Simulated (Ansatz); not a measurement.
# CF4: the cost of one run

All numbers below are computed with Ansatz 0.2.0 (DFT PBE+D3(BJ), plane waves, PAW, scalar-relativistic, no spin polarisation).

**1. The structure to begin with**

The cell holds 30 atoms (C6F24): a = 8.173 Å, b = 8.173 Å, c = 8.173 Å, α = 90.00°, β = 90.00°, γ = 90.00°.

The coordinates stand in the first input below.

**2. Relaxing the start**

File input.yaml:

```yaml
accuracy: low
crystal:
  lattice:
    - [8.173302, 0.0, 0.0]
    - [0.0, 8.173302, 0.0]
    - [0.0, 0.0, 8.173302]
  atoms:
    - { symbol: C, position: [0.7593378, 0.9944553, 0.0608014] }
    - { symbol: F, position: [0.6440716, 1.0444295, -0.0424719] }
    - { symbol: F, position: [0.7252902, 0.8436188, 0.1111818] }
    - { symbol: F, position: [0.9035382, 0.9952388, -0.0143964] }
    - { symbol: F, position: [0.7644511, 1.094534, 0.1888919] }
    - { symbol: C, position: [0.3016571, 0.8570689, 0.1332511] }
    - { symbol: F, position: [0.3051672, 0.990377, 0.2263408] }
    - { symbol: F, position: [0.3337152, 0.8977438, -0.0209141] }
    - { symbol: F, position: [0.413474, 0.7513042, 0.1857858] }
    - { symbol: F, position: [0.154272, 0.7888504, 0.1417919] }
    - { symbol: C, position: [0.1976122, 0.7182891, 0.6759018] }
    - { symbol: F, position: [0.0808995, 0.7127962, 0.7890258] }
    - { symbol: F, position: [0.1307476, 0.7043798, 0.5283052] }
    - { symbol: F, position: [0.2767048, 0.8600008, 0.6864492] }
    - { symbol: F, position: [0.302097, 0.5959797, 0.6998269] }
    - { symbol: C, position: [0.7124, 0.4164586, 0.7358432] }
    - { symbol: F, position: [0.7911523, 0.5159748, 0.837547] }
    - { symbol: F, position: [0.6744241, 0.278651, 0.8134059] }
    - { symbol: F, position: [0.576275, 0.488698, 0.6838765] }
    - { symbol: F, position: [0.8077485, 0.3825104, 0.6085433] }
    - { symbol: C, position: [0.1285476, 0.3229959, 0.4100752] }
    - { symbol: F, position: [-0.0259141, 0.3737027, 0.4056622] }
    - { symbol: F, position: [0.1708882, 0.2914911, 0.5639056] }
    - { symbol: F, position: [0.1438116, 0.1878613, 0.3208859] }
    - { symbol: F, position: [0.2254047, 0.4389284, 0.3498471] }
    - { symbol: C, position: [0.5547493, 0.975748, 0.5213227] }
    - { symbol: F, position: [0.5605553, 0.84021, 0.43163] }
    - { symbol: F, position: [0.4076576, 1.043712, 0.5073934] }
    - { symbol: F, position: [0.5828776, 0.9388505, 0.6771959] }
    - { symbol: F, position: [0.6679066, 1.0802197, 0.4690717] }
basis:
  ecutwfc: 420.0
kpoints:
  mp_grid: { grid: [1, 1, 1] }
hamiltonian:
  xc: pbe
  dispersion: d3bj
scf:
  occupations: { method: fermi_dirac, width: 0.05 }
  lower_state_search: "off"
relax:
  f_tol: 0.3
  max_steps: 15
  adjacent_minimum: "off"
```

Run with:

```bash
$ ansatz run input.yaml --threads 1 --pin off --max-ram 3072MiB --backend cpu --events-out ev --progress --plain --runs-dir out
```

What time and memory should one allow on 1 thread of Arm Neoverse V1, shared host?

About 46 s, with a peak of 0.53 GiB.
